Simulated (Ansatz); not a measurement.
# GeH3NS: basis-set convergence

Aim: see how fast density functionals converge with the basis set for GeH3NS.

The runs use Ansatz 0.2.0, Gaussian basis; one geometry, several basis sets.

Plan: PBE0-D4/def2-SVP; ωB97M-V/def2-SVP; PBE0-D4/def2-QZVPP; ωB97M-V/def2-QZVPP; the functionals' def2-TZVPP values are taken from earlier runs.

## 1. The relaxed structure

An earlier PBE0-D4 in a triple-zeta def2 set relaxation fixed the geometry.

SMILES `[NH2][Ge][SH]`, 6 atoms, charge 0, spin multiplicity 1.

Atoms are counted from 1 here; the program's logs count them from 0.

Bond lengths: N1–Ge2 1.818 Å, N1–H4 1.008 Å, N1–H5 1.007 Å, Ge2–S3 2.255 Å, S3–H6 1.342 Å. Angles: Ge2–N1–H4 126.7°, Ge2–N1–H5 120.7°, H4–N1–H5 112.6°, N1–Ge2–S3 95.1°, Ge2–S3–H6 93.5°.

## 2. PBE0-D4 in def2-SVP

File in.yaml:

```yaml
crystal:
  periodic: [false, false, false]
  atoms:
    - {symbol: N, position_ang: [-0.871871, 0.220777, -0.866337]}
    - {symbol: Ge, position_ang: [0.221710, -1.062323, -0.187215]}
    - {symbol: S, position_ang: [1.168178, 0.278512, 1.359173]}
    - {symbol: H, position_ang: [-0.938025, 1.179620, -0.562130]}
    - {symbol: H, position_ang: [-1.499411, 0.011984, -1.625684]}
    - {symbol: H, position_ang: [1.961618, -0.692569, 1.836093]}
basis:
  gaussian: {orbitals: def2-SVP}
hamiltonian: {xc: pbe0, dispersion: d4}
output: {orbitals: {seedname: orbitals}}
```

The run is started by

```console
ansatz run in.yaml --threads 4 --pin off --events-out ev --progress --plain --max-ram 10444MiB
```

The runs that follow: ωB97M-V in def2-SVP; PBE0-D4 in def2-QZVPP; ωB97M-V in def2-QZVPP.

Before running them: what should the planned runs give, taken together? Wanted: PBE0-D4: double and triple zeta above quadruple; ωB97M-V: double and triple zeta above quadruple.

**Answer**, as computed:

| quantity | value |
| --- | --- |
| PBE0-D4: double and triple zeta above quadruple | 14.45, 1.65 eV |
| ωB97M-V: double and triple zeta above quadruple | 14.42, 1.60 eV |

**Reading.** For PBE0-D4 the step from double to triple zeta gains 12.80 eV and the next only 1.65 eV. These are total energies; as a rule much of such shifts cancels in differences, which this series doesn't test.
